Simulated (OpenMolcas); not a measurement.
# Ru⁴⁺ among point charges: CASSCF and CASPT2 levels and susceptibility

Aim: the splitting of the states of Ru⁴⁺ in the field of 6 point charges, its lowest levels with spin-orbit coupling and its magnetic susceptibility.

Program: OpenMolcas 26.06. Level of theory: state-averaged CASSCF and CASPT2, spin-orbit coupling by RASSI with atomic mean-field integrals. These are calculated values, not measurements, unless marked.

### Step 1. The system

| Property | Result |
| --- | --- |
| Species | Ru⁴⁺ (ruthenium, Z = 44, 40 electrons) |
| Basis | ANO-RCC-VTZP [7s6p4d2f1g], 68 functions |
| Scalar Hamiltonian | DKH2, point nucleus |
| Inactive shells | 1s 2s 2p 3s 3p 3d 4s 4p |
| Active space | 4 electrons in 5 orbitals (4d) |
| Some configurations of this space | 4d⁴ |
| Orbitals | optimised for each spin and parity, averaged over all roots |

Outer shells as boxes (Hund's rule):

4d4
```
4d [↑ ][↑ ][↑ ][↑ ][  ]
```

The ion sits among 6 point charges of -1 e arranged as an octahedron (Oh), 2.09 Å from the ion.

Each step is its own input file, run in one work folder so that later steps find the files of earlier ones. Labels, J, g values, rates, χT and fits are worked out afterwards by a script from the matrices that RASSI stores. The input lists half of the charges; inversion (Group=XYZ) makes the rest.

### Step 2. GATEWAY and SEWARD: basis and integrals

Contents of a.inp:

```
&GATEWAY
Coord
1

Ru 0.0 0.0 0.0
Basis=ANO-RCC-VTZP
Group=XYZ
NoMove
AngMom=0.0 0.0 0.0
AMFI
XField
3 Angstrom 0
2.090000 0.000000 0.000000 -1.000000
0.000000 2.090000 0.000000 -1.000000
0.000000 0.000000 2.090000 -1.000000
&SEWARD
```

The run is started by

```sh
OMP_NUM_THREADS=1 MOLCAS_MEM=1689 MOLCAS_PROJECT=a pymolcas a.inp > a.log
```

### Step 3. Reference wave functions, quintets of even parity, 5 roots

Contents of a.inp:

```
&RASSCF
FileOrb=start.orb
Symmetry=1
Spin=5
nActEl=4 0 0
Inactive=9 9
Ras2=5 0
CIRoot=5 5 1
SDav=5
CIMx=300
Iter=120 100
PrWF=0.3
OrbListing=Nothing
MaxOrb=0
>>> COPY $Project.JobIph JOB001
```

start.orb holds the contracted functions of the basis, ordered by shell, or the orbitals of the step before.

### Step 4. CASSCF: triplets of even parity, 45 roots

Contents of a.inp:

```
&RASSCF
FileOrb=start.orb
Symmetry=1
Spin=3
nActEl=4 0 0
Inactive=9 9
Ras2=5 0
CIRoot=45 45 1
SDav=45
CIMx=300
Iter=120 100
PrWF=0.3
OrbListing=Nothing
MaxOrb=0
>>> COPY $Project.JobIph JOB002
```

### Step 5. CASSCF: singlets of even parity, 50 roots

Contents of a.inp:

```
&RASSCF
FileOrb=start.orb
Symmetry=1
Spin=1
nActEl=4 0 0
Inactive=9 9
Ras2=5 0
CIRoot=50 50 1
SDav=50
CIMx=300
Iter=120 100
PrWF=0.3
OrbListing=Nothing
MaxOrb=0
>>> COPY $Project.JobIph JOB003
```

### Step 6. RASSI: spin-orbit coupling between the states

Contents of a.inp:

```
&RASSI
NrOfJobIphs=3 5 45 50
1 2 3 4 5
1 2 3 4 5 6 7 8 9 10 11 12 13 14 15 16 17 18 19 20 21 22 23 24 25 26 27
28 29 30 31 32 33 34 35 36 37 38 39 40 41 42 43 44 45
1 2 3 4 5 6 7 8 9 10 11 12 13 14 15 16 17 18 19 20 21 22 23 24 25 26 27
28 29 30 31 32 33 34 35 36 37 38 39 40 41 42 43 44 45 46 47 48 49 50
IphNames
JOB001
JOB002
JOB003
EJob
SpinOrbit
DIPRint=1.0
SOCoupling=1000.0
Subsets=2
Property=9
'ANGMOM' 1 'ANGMOM' 2 'ANGMOM' 3 'MLTPL  1' 1 'MLTPL  1' 2 'MLTPL  1' 3
'AMFI' 1 'AMFI' 2 'AMFI' 3
SOProperty=3
'ANGMOM' 1 'ANGMOM' 2 'ANGMOM' 3
```

### Step 7. CASPT2: IPEA 0.25, imaginary shift 0.1 (closed shells correlated: 4s 4p)

Contents of a.inp:

```
>>> COPY JOB001 $Project.JobIph
&CASPT2
Multistate=5 1 2 3 4 5
NoMult
Frozen=8 6
IPEA=0.25
Imaginary=0.1
MaxIter=60
WThr=0.0 0.3 0.05
PrWF=0.5
NoMix
>>> COPY JOB002 $Project.JobIph
&CASPT2
Multistate=45 1 2 3 4 5 6 7 8 9 10 11 12 13 14 15 16 17 18 19 20 21 22
23 24 25 26 27 28 29 30 31 32 33 34 35 36 37 38 39 40 41 42 43 44 45
NoMult
Frozen=8 6
IPEA=0.25
Imaginary=0.1
MaxIter=60
WThr=0.0 0.3 0.05
PrWF=0.5
NoMix
>>> COPY JOB003 $Project.JobIph
&CASPT2
Multistate=50 1 2 3 4 5 6 7 8 9 10 11 12 13 14 15 16 17 18 19 20 21 22
23 24 25 26 27 28 29 30 31 32 33 34 35 36 37 38 39 40 41 42 43 44 45 46
47 48 49 50
NoMult
Frozen=8 6
IPEA=0.25
Imaginary=0.1
MaxIter=60
WThr=0.0 0.3 0.05
PrWF=0.5
NoMix
```

(Steps that only read results are left out.)

**Question.** What will these runs give? Wanted: spin-free ground state; first state of the same spin within the active space; lowest level; next level.

**Answer**, as computed:

| quantity | value |
| --- | --- |
| method | SS-CASPT2, IPEA 0.25, imaginary shift 0.1 (closed shells correlated: 4s 4p) |
| spin-free ground state | 5E, 2-fold in its orbital part |
| first state of the same spin within the active space | 5T2 at 2890 cm⁻¹ |
| lowest level | 1-fold A1 |
| next level | 362.5 cm⁻¹ |
| χT at 300 K | 1.18 cm³ K/mol |
| effective moment at 300 K | 3.07 μB |

Cost by method:

```csv
method,time of its own steps,time with the reference
A. CASSCF,17 s,17 s
"B. SS-CASPT2, IPEA 0.25, imaginary shift 0.1, +4s 4p",9.1 s,26 s
```

Times are of one thread on a shared host.

The spin-free ground state (5E) comes to 100 % from free-ion D terms and keeps the highest spin of the shell. χT at 300 K is 1.18, against 3.01 cm³ K/mol for the spin alone, so spin-orbit coupling lowers it. An active space of the d shell alone favours high spin; real ions in strong fields can be low spin. A ligand-field fit to the states below 45000 cm-1 gives 10Dq = 2839 cm-1, B = 727 cm-1 and C = 3589 cm-1 (C/B = 4.94), with a deviation of 320 cm-1. CASPT2 does not keep the components of a term degenerate, and the means are used. An orbital doublet at a regular site is open to a Jahn-Teller distortion, which this geometry leaves out. The field of point charges can differ much from that of real complexes. With metal d orbitals alone active, the gaps between spin states are rough; where two lie within a few thousand cm-1, their order is open. This is an electrostatic model: the charges have no orbitals.
